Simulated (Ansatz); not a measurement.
# C2H5AlO: the cost of one run

Method: UKS LDA/def2-SVP, in Ansatz 0.2.0.

### Step 1. Starting point

Bond lengths: C1–Al2 1.925 Å, Al2–C3 1.908 Å, Al2–O4 1.864 Å, C3–O4 1.417 Å, C1–H5 1.130 Å, C1–H6 1.152 Å, C1–H7 1.112 Å, C3–H8 1.047 Å, C3–H9 1.173 Å. Angles (14 of 16 angles, heavy atoms first): C1–Al2–C3 138.9°, C1–Al2–O4 153.2°, C3–Al2–O4 44.1°, Al2–C3–O4 66.3°, Al2–O4–C3 69.6°, Al2–C1–H5 113.2°, Al2–C1–H6 112.5°, Al2–C1–H7 111.8°, Al2–C3–H8 121.1°, Al2–C3–H9 117.9°, O4–C3–H8 116.3°, O4–C3–H9 108.6°, H5–C1–H6 106.7°, H5–C1–H7 106.3°.

Structure file:

```xyz
9

C    -0.6272    1.2565   -1.0305
Al    0.5141   -0.1129   -0.3034
C     0.6033   -1.2444    1.2306
O     0.9808   -1.8873    0.0259
H    -0.1918    1.7600   -1.9441
H    -0.8561    2.0911   -0.2695
H    -1.6150    0.8492   -1.3395
H    -0.2672   -1.5987    1.6927
H     1.5477   -1.1598    1.9207
```

### Step 2. End point A

File input.yaml:

```yaml
crystal:
  periodic: [false, false, false]
  atoms:
    - { symbol: C, position_ang: [-0.6272, 1.2565, -1.0305] }
    - { symbol: Al, position_ang: [0.5141, -0.1129, -0.3034] }
    - { symbol: C, position_ang: [0.6033, -1.2444, 1.2306] }
    - { symbol: O, position_ang: [0.9808, -1.8873, 0.0259] }
    - { symbol: H, position_ang: [-0.1918, 1.76, -1.9441] }
    - { symbol: H, position_ang: [-0.8561, 2.0911, -0.2695] }
    - { symbol: H, position_ang: [-1.615, 0.8492, -1.3395] }
    - { symbol: H, position_ang: [-0.2672, -1.5987, 1.6927] }
    - { symbol: H, position_ang: [1.5477, -1.1598, 1.9207] }
magnetization:
  spin_polarized: true
basis:
  gaussian: { orbitals: def2-SVP }
hamiltonian:
  xc: lda
relax:
  f_tol: 0.02
  max_steps: 50
```

Run with:

```console
$ ansatz run input.yaml --threads 2 --pin off --max-ram 3072MiB --backend cpu --events-out ev --progress --plain --runs-dir out
```

What time and memory should one allow on 2 threads of Intel Xeon Platinum 8488C (Sapphire Rapids), shared host?

About 9.2 s, with a peak of 0.16 GiB.
